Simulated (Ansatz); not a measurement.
# Li+ with Si₂H₆: structure and interaction energy

An exercise on one series of results from a longer session: the logs are not shown, and one member is left open.

The runs use Ansatz 0.2.0, Gaussian basis; PBE0-D4 structure, single points in def2-TZVPPD.

Levels: PBE-D4, revPBE-D4, BLYP-D4, r2SCAN-D4, B97M-V, PBE0-D4, B3LYP-D4, HSE06-D4, wB97X-V, wB97M-V, B2PLYP, Hartree-Fock, MP2, CCSD, CCSD(T). The reference is CCSD(T) extrapolated to the basis limit.

Cores are frozen in the correlated methods. The outer core shell of Li, Na, Mg and K is correlated. B3LYP uses VWN-RPA correlation. B2PLYP carries no dispersion term here.

164 further runs of the same task are left out: 1 that didn't finish, 163 set aside as unsound or not needed.

### Where the work starts

The pair, from a GFN2-xTB docking trial: 9 atoms, charge 1, spin multiplicity 1.

Atoms are counted from 1 here; the program's logs count them from 0.

Bond lengths: Si2–Si3 2.322 Å, Si2–H4 1.454 Å, Si2–H5 1.599 Å, Si2–H6 1.466 Å, Si3–H7 1.452 Å, Si3–H8 1.469 Å, Si3–H9 1.587 Å. Angles: Si3–Si2–H4 120.6°, Si3–Si2–H5 95.9°, Si3–Si2–H6 114.4°, H4–Si2–H5 111.2°, H4–Si2–H6 109.9°, H5–Si2–H6 102.4°, Si2–Si3–H7 121.1°, Si2–Si3–H8 112.9°, Si2–Si3–H9 97.0°, H7–Si3–H8 110.0°, H7–Si3–H9 111.6°, H8–Si3–H9 101.9°.

Geometry (Å):

```
Li    0.0319   -0.0451   -2.7125
Si   -0.1687   -1.1390    0.5301
Si    0.1592    1.1587    0.4592
H    -1.0488   -1.7303    1.5244
H    -0.7896   -1.2607   -0.9387
H     1.0608   -1.9297    0.4175
H     0.9164    1.8401    1.4938
H    -1.0720    1.9034    0.1643
H     0.9108    1.2027   -0.9380
```

Atoms 1 to 1 are fragment A (Li+), the rest fragment B (Si₂H₆).

The first run:

pre/in.yaml reads:

```yaml
crystal:
  periodic: [false, false, false]
  atoms:
    - {symbol: Li, position_ang: [0.031900, -0.045100, -2.712500]}
    - {symbol: Si, position_ang: [-0.168700, -1.139000, 0.530100]}
    - {symbol: Si, position_ang: [0.159200, 1.158700, 0.459200]}
    - {symbol: H, position_ang: [-1.048800, -1.730300, 1.524400]}
    - {symbol: H, position_ang: [-0.789600, -1.260700, -0.938700]}
    - {symbol: H, position_ang: [1.060800, -1.929700, 0.417500]}
    - {symbol: H, position_ang: [0.916400, 1.840100, 1.493800]}
    - {symbol: H, position_ang: [-1.072000, 1.903400, 0.164300]}
    - {symbol: H, position_ang: [0.910800, 1.202700, -0.938000]}
basis:
  gaussian: {orbitals: def2-SVP}
total_charge: 1
hamiltonian: {xc: pbe, dispersion: d4}
relax: {f_tol: 0.03, max_steps: 250}
```

Started as:

```
$ ansatz run in.yaml --threads 2 --pin off --events-out ev --progress --plain --max-ram 5222MiB
```

Among the steps run: A first relaxation in a small basis; Relaxation at PBE0-D4; wB97X-V/def2-TZVPPD; wB97M-V/def2-TZVPPD; B2PLYP/def2-TZVPPD; B97M-V/def2-TZVPPD; CCSD(T)/def2-TZVPPD; MP2/def2-QZVPPD; Vibrations of the pair.

One table of the session follows, with a row left open; its other results are not shown here.

```
      method  interaction (kJ/mol)
      PBE-D4               -102.81
   revPBE-D4                -98.36
     BLYP-D4               -101.64
   r2SCAN-D4                -91.51
      B97M-V                -94.68
     PBE0-D4               -101.10
    B3LYP-D4               -101.63
    HSE06-D4               -101.11
     wB97X-V                -96.78
     wB97M-V                -97.28
      B2PLYP                -97.46
Hartree-Fock                -87.63
         MP2                -89.93
        CCSD                -90.11
     CCSD(T)                -90.18
 CCSD(T)/CBS                     ?
```

Q: Estimate the row for CCSD(T)/CBS from the others.

**Answer.** interaction (kJ/mol): -93.83. In the column «interaction (kJ/mol)» it lies between B97M-V (-94.68) and r2SCAN-D4 (-91.51).
